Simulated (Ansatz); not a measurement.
**C2H5AlGe: up Jacob's ladder to CCSD(T)**

One table from this session's results is given with a row withheld; the runs are named, their logs left out.

Program: Ansatz 0.2.0, Gaussian basis. Level of theory: functionals in def2-TZVPP, the program's frozen cores in correlated methods. These are calculated values, not measurements.

The runs, in order: LDA (SPW92), PBE-D4, revPBE-D4, BLYP-D4, r2SCAN-D4, B97M-V, PBE0-D4, B3LYP-D4, r2SCANh-D4, r2SCAN0-D4, HSE06-D4, BHLYP-D4, CAM-B3LYP-D4, LC-ωPBE, ωB97X-V, ωB97M-V, B2PLYP, PBE-QIDH; CCSD(T)/def2-SVP; CCSD(T)/def2-TZVPP; MP2/def2-QZVPP; extrapolation to the limit; RPA on PBE.

### Structure used throughout

An earlier PBE0-D4 in a triple-zeta def2 set relaxation fixed the geometry.

SMILES `C#[C][AlH][GeH3]`, 9 atoms, charge 0, spin multiplicity 1.

Atoms are counted from 1 here; the program's logs count them from 0.

Bond lengths: C1–C2 1.211 Å, C1–H5 1.067 Å, C2–Al3 1.905 Å, Al3–Ge4 2.470 Å, Al3–H6 1.582 Å, Ge4–H7 1.540 Å, Ge4–H8 1.541 Å, Ge4–H9 1.543 Å. Angles: C2–C1–H5 179.8°, C1–C2–Al3 178.5°, C2–Al3–Ge4 118.3°, C2–Al3–H6 118.4°, Ge4–Al3–H6 123.4°, Al3–Ge4–H7 112.6°, Al3–Ge4–H8 112.7°, Al3–Ge4–H9 110.5°, H7–Ge4–H8 107.5°, H7–Ge4–H9 106.7°, H8–Ge4–H9 106.6°.

Coordinates:

```mol
C2H5AlGe
  3D, bonds by distance, orders not assigned

  9  8  0  0  0  0  0  0  0  0999 V2000
   -0.2562    1.1511   -2.7001 C   0  0
    0.0569    1.0520   -1.5341 C   0  0
    0.5260    0.8508    0.3015 Al  0  0
   -0.1227   -1.2366    1.4527 Ge  0  0
   -0.5299    1.2424   -3.7271 H   0  0
    1.2910    2.0373    1.0164 H   0  0
   -0.0609   -2.4655    0.5267 H   0  0
    0.7588   -1.5366    2.6804 H   0  0
   -1.5746   -1.1411    1.9665 H   0  0
  1  2  8  0
  2  3  8  0
  3  4  8  0
  1  5  8  0
  3  6  8  0
  4  7  8  0
  4  8  8  0
  4  9  8  0
M  END
```

Set-up of the first run:

The input, in.yaml:

```yaml
crystal:
  periodic: [false, false, false]
  atoms:
    - {symbol: C, position_ang: [-0.256191, 1.151106, -2.700055]}
    - {symbol: C, position_ang: [0.056881, 1.051951, -1.534064]}
    - {symbol: Al, position_ang: [0.526037, 0.850804, 0.301514]}
    - {symbol: Ge, position_ang: [-0.122680, -1.236593, 1.452716]}
    - {symbol: H, position_ang: [-0.529923, 1.242433, -3.727089]}
    - {symbol: H, position_ang: [1.291041, 2.037284, 1.016397]}
    - {symbol: H, position_ang: [-0.060858, -2.465474, 0.526717]}
    - {symbol: H, position_ang: [0.758768, -1.536648, 2.680394]}
    - {symbol: H, position_ang: [-1.574574, -1.141064, 1.966470]}
basis:
  gaussian: {orbitals: def2-TZVPP}
hamiltonian: {xc: lda}
output: {orbitals: {seedname: orbitals}}
```

Launch:

```bash
> ansatz run in.yaml --threads 2 --pin off --events-out ev --progress --plain --max-ram 4352MiB
```

Among the steps run: LDA; PBE-D4 (GGA); revPBE-D4 (GGA); BLYP-D4 (GGA); r2SCAN-D4 (meta-GGA); B97M-V (meta-GGA); PBE0-D4 (hybrid); B3LYP-D4 (hybrid); r2SCANh-D4 (hybrid); r2SCAN0-D4 (hybrid); HSE06-D4 (hybrid); BHLYP-D4 (hybrid); CAM-B3LYP-D4 (range-separated); LC-ωPBE (range-separated); ωB97X-V (range-separated); ωB97M-V (range-separated); B2PLYP (double hybrid); PBE-QIDH (double hybrid).

One of the session's tables, all rows but one given; the rest of the session is left out.

It belongs to the step «Frontier levels by functional». 

```
  functional  HOMO (eV)  LUMO (eV)  gap (eV)
 LDA (SPW92)      -6.57      -3.12      3.46
      PBE-D4      -6.47      -2.89      3.58
   revPBE-D4      -6.43      -2.79      3.64
     BLYP-D4      -6.33      -2.76      3.57
   r2SCAN-D4      -6.72      -2.67      4.05
      B97M-V      -6.77      -2.79      3.98
     PBE0-D4      -7.55      -2.14      5.41
    B3LYP-D4      -7.35      -2.33      5.02
  r2SCANh-D4      -7.11      -2.41      4.70
  r2SCAN0-D4      -7.71      -2.02      5.68
    HSE06-D4      -7.16      -2.51      4.65
    BHLYP-D4      -8.51      -1.33      7.18
CAM-B3LYP-D4      -8.80      -1.17      7.62
     LC-ωPBE     -10.11      -0.11      9.99
     ωB97X-V      -9.77      -0.22      9.55
     ωB97M-V          ?          ?         ?
```

Q: Estimate the row for ωB97M-V from the others.

As computed: HOMO (eV): -9.56; LUMO (eV): -0.45; gap (eV): 9.11. In the column «HOMO (eV)» it lies between ωB97X-V (-9.77) and CAM-B3LYP-D4 (-8.80).
